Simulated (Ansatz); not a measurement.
# Co2C: the cost of one run

Computed with Ansatz 0.2.0 (DFT r2SCAN, scalar-relativistic, plane waves, PAW, unless a step's input says otherwise).

### Step 1. Starting point

It takes space group Pnnm (No. 58, orthorhombic). Conventional cell: a = 4.371 Å, b = 4.447 Å, c = 2.897 Å, α = 90.00°, β = 90.00°, γ = 90.00°. Around Co (site symmetry m) lie 3 C at 1.91 to 1.92 Å. Around C (site symmetry 2/m) lie 6 Co at 1.91 to 1.92 Å.

Coordinates:

```
CELL_PARAMETERS angstrom
4.37070 0.00000 0.00000
0.00000 4.44650 0.00000
0.00000 0.00000 2.89690
ATOMIC_POSITIONS crystal
Co 0.74200 0.65300 0.00000
Co 0.24200 0.84700 0.50000
Co 0.25800 0.34700 0.00000
Co 0.75800 0.15300 0.50000
C 0.00000 0.00000 0.00000
C 0.50000 0.50000 0.50000
```

### Step 2. The database's cell and atoms

The input, input.yaml:

```yaml
crystal:
  lattice:
    - [4.3707, 0.0, 0.0]
    - [0.0, 4.4465, 0.0]
    - [0.0, 0.0, 2.8969]
  atoms:
    - { symbol: Co, position: [0.742, 0.653, 0.0], spin: 0.55 }
    - { symbol: Co, position: [0.242, 0.847, 0.5], spin: 0.55 }
    - { symbol: Co, position: [0.258, 0.347, 0.0], spin: 0.55 }
    - { symbol: Co, position: [0.758, 0.153, 0.5], spin: 0.55 }
    - { symbol: C, position: [0.0, 0.0, 0.0] }
    - { symbol: C, position: [0.5, 0.5, 0.5] }
basis:
  ecutwfc: 500
kpoints:
  mp_grid: { grid: [8, 8, 12] }
hamiltonian:
  xc: r2scan
scf:
  occupations: { method: gaussian, width: 0.1 }
output:
  forces: true
  stress: true
  eigenvalues: true
  populations: true
magnetization:
  spin_polarized: true
```

Run with:

```console
$ ansatz run input.yaml --threads 1 --pin off --max-ram 2560MiB --backend cpu --events-out ev --progress --plain --runs-dir out
```

What time and memory should one allow on 1 thread of Arm Neoverse V1, shared host?

About 4.6 min, with a peak of 1.1 GiB.
